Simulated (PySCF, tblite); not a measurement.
# H₁₁NOSi₄, a small molecule taken as a stand-in for a surface group (Si site with back bonds [SiH3], [SiH3], O[SiH3]): NMR shifts, core binding energies and electronic excitations

Aim: the NMR shifts, core binding energies and electronic excitations of `N[Si]([SiH3])([SiH3])O[SiH3]`.

Programs: tblite 0.8.0 and PySCF 2.14.0. All values are calculated, for the isolated system unless a continuum is named. Atoms count from 0, parts from 1.

## 1. The system as given

17 atoms, charge 0, multiplicity 1; geometry: distance geometry start.

## 2. Geometry optimisation with GFN2-xTB

Job settings and geometry (Å):

```
{"job": {"kind": "relax", "xc": "GFN2-xTB", "basis": "xTB"}, "charge": 0, "multiplicity": 1}
Si     0.016425     1.058763    -0.685027
Si    -1.739079     0.409459     0.552902
Si    -0.435528     0.705563    -2.827247
O      0.302833     2.790100    -0.394233
Si     1.389263     3.789563    -1.372555
N      1.484565     0.100255    -0.177379
H     -1.993253    -0.966193     0.299504
H     -2.861569     1.174184     0.185682
H     -1.443148     0.594185     1.910417
H      0.783119     0.633743    -3.539965
H     -1.158433    -0.487548    -2.981253
H     -1.189654     1.812474    -3.332355
H      0.770587     4.044390    -2.636737
H      1.598182     5.047628    -0.682500
H      2.607548     3.150075    -1.560462
H      1.327878    -0.850414     0.084478
H      2.181067     0.623007     0.373564
```

With the program's defaults for keys left out, this is: GFN2-xTB geometry optimisation, gas phase.

On the command line:

```sh
> OMP_NUM_THREADS=1 python cluster_run.py task.json out
```

This one command runs all jobs of the session in turn.

**Question.** The jobs that follow are: PBE0-D3(BJ)/def2-SVP geometry optimisation, gas phase; GIAO PBE0/pcSseg-1 NMR shielding, non-relativistic, gas phase; delta-SCF UKS SCAN, pcX-2 on the ionised atom, pcseg-1 elsewhere, spin-free X2C; TDDFT CAM-B3LYP/def2-SVPD, vertical, gas phase, core orbitals frozen in the response. Predict: point group; rotational constants (main isotopes); $^{1}$H shifts against TMS (PBE0/pcSseg-1); $^{29}$Si shifts against TMS (PBE0/pcSseg-1); $^{17}$O shifts against H2O (PBE0/pcSseg-1); $^{15}$N shifts against NH3 (PBE0/pcSseg-1); potential on the surface of density 0.002 e/bohr³, 1st and 99th percentile; Si2p binding energies, SCAN/pcX-2 (standing for 3 of 4 atoms); O1s binding energies, SCAN/pcX-2; N1s binding energies, SCAN/pcX-2; lowest singlet (CAM-B3LYP/def2-SVPD); brightest single state of those computed; lowest triplet; vertical ionisation energy (ΔSCF).

**Answer**, as computed:

```
                                                                  quantity                                                                 value
                                                               point group                                                                    C1
                                      rotational constants (main isotopes)                                                  1.46, 1.01, 0.77 GHz
                                $^{1}$H shifts against TMS (PBE0/pcSseg-1)  5.00, 4.99, 4.85, 3.55, 3.51, 3.47, 3.45, 3.32, 3.32, 1.62, 1.59 ppm
                              $^{29}$Si shifts against TMS (PBE0/pcSseg-1)                                       -5.7, -42.1, -107.2, -111.3 ppm
                               $^{17}$O shifts against H2O (PBE0/pcSseg-1)                                                              67.0 ppm
                               $^{15}$N shifts against NH3 (PBE0/pcSseg-1)                                                              47.2 ppm
potential on the surface of density 0.002 e/bohr³, 1st and 99th percentile                                                    -0.83 V and 1.69 V
             Si2p binding energies, SCAN/pcX-2 (standing for 3 of 4 atoms)                                 Si0 107.03, Si2 106.48, Si1 106.47 eV
                                          O1s binding energies, SCAN/pcX-2                                                          O3 537.35 eV
                                          N1s binding energies, SCAN/pcX-2                                                          N5 404.65 eV
                                      lowest singlet (CAM-B3LYP/def2-SVPD)                                           6.00 eV (206 nm), f = 0.085
                                  brightest single state of those computed                                           state 6, 7.46 eV, f = 0.437
                                                            lowest triplet                                                               5.27 eV
                                         vertical ionisation energy (ΔSCF)                                                               9.19 eV
```

The start of the PBE0/def2-SVP relaxation was shaken at random by about 0.01 Å, so part of the energy gained, and of the first lengths quoted, undoes that. The optimisation took 18 steps and gained 0.527 eV; among the close pairs (by a distance rule), O3–Si4 changed most, from 1.587 to 1.658 Å (PBE0/def2-SVP). No frequency check was run at this level, so the end point may be a saddle. Hydrogens of an XH3 group are listed apart at this fixed geometry; free rotation makes them one line at their mean. At PBE0/pcSseg-1: Shielding is most anisotropic at O3 (span 156 ppm, paramagnetic term -135 ppm). At PBE0/pcSseg-1, counted by nearest atom on the grid, the HOMO lies on Si0 23 %; Si1, Si2 about 17 % each, the LUMO on Si0 17 %; H8, H9 about 9 % each. At SCAN/pcX-2: Si0 (silicon bonded to N, O, 2 Si) binds its Si2p electron 0.56 eV more tightly than Si1 (silicon bonded to Si, 3 H). Only 3 of the 4 Si atoms are covered by sound results. The first singlet state (HOMO→LUMO 0.90) lies at 6.00 eV and is bright; of the 6 states computed, the strongest absorption comes from state 6 at 7.46 eV (the last computed, so partners may be missing). The lowest triplet lies 0.73 eV below the lowest singlet (triplets in Tamm-Dancoff, singlets in full TDDFT). ΔSCF puts the ionisation energy at 9.19 eV, 0.57 eV above −ε(HOMO). A capped cluster stands for the solid here, so long-range fields and strain are missing, and bands or shifts of the capping hydrogens have no counterpart in it.
